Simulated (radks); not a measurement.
**Nuclear size and the levels of Ar**

The task here is to estimate one member of a computed series from the others.

Method: Dirac Kohn-Sham, LDA (Slater exchange, Perdew-Wang correlation), spin-unpolarised, spherical densities, finite nucleus. Code: radks (a radial shooting solver on a logarithmic mesh, Libxc functionals) version 1.

## Starting point

```
element            : argon (Z = 18)
charge             : 0
electrons          : 18
configuration      : [Ar]
nuclear rms radius : 3.4274 fm
```

Outer shells as boxes (Hund's rule):

Ar
```
[Ne] core
3s [↑↓]
3p [↑↓][↑↓][↑↓]
```

Set-up of the first run:

Input:

```text
Z 18
configuration [Ar] 4s0 3d0
relativity Dirac
functional lda,pw
spin unpolarised
j_filling energy
nucleus finite rms 3.4274 fm
c 137.035999084
```

Among the steps run: rms radius 3.4274 fm.

One of the session's tables, all rows but one given; the rest of the session is left out.

It belongs to the step «rms radius 3.4274 fm». Radial density 4πr²ρ:

```
r (bohr)  4πr²ρ (e/bohr)
 0.00279          0.3569
 0.00433          0.8079
 0.00667           1.749
  0.0104           3.666
  0.0161           7.145
  0.0250           12.45
  0.0384           18.19
  0.0597           20.91
  0.0927           17.77
   0.143           14.61
   0.222           18.84
   0.344           19.91
   0.534           9.448
   0.823           4.529
    1.28               ?
    1.98           2.986
    3.06          0.5699
    4.75         0.03179
```

**Question.** Estimate the row for r (bohr) = 1.28.

Worked estimate for «4πr²ρ (e/bohr)». A straight line through the neighbours (0.823, 4.529) and (1.98, 2.986) gives 4.529 + (2.986 − 4.529) × (1.28 − 0.823) / (1.98 − 0.823) = 3.920; a parabola fitted to 4 rows on both sides gives 4.435.

As computed: 4πr²ρ (e/bohr): 5.704. In «4πr²ρ (e/bohr)» the line misses by -1.784 and the parabola by -1.269. Between these rows the values bend or scatter more than so simple an estimate can follow.
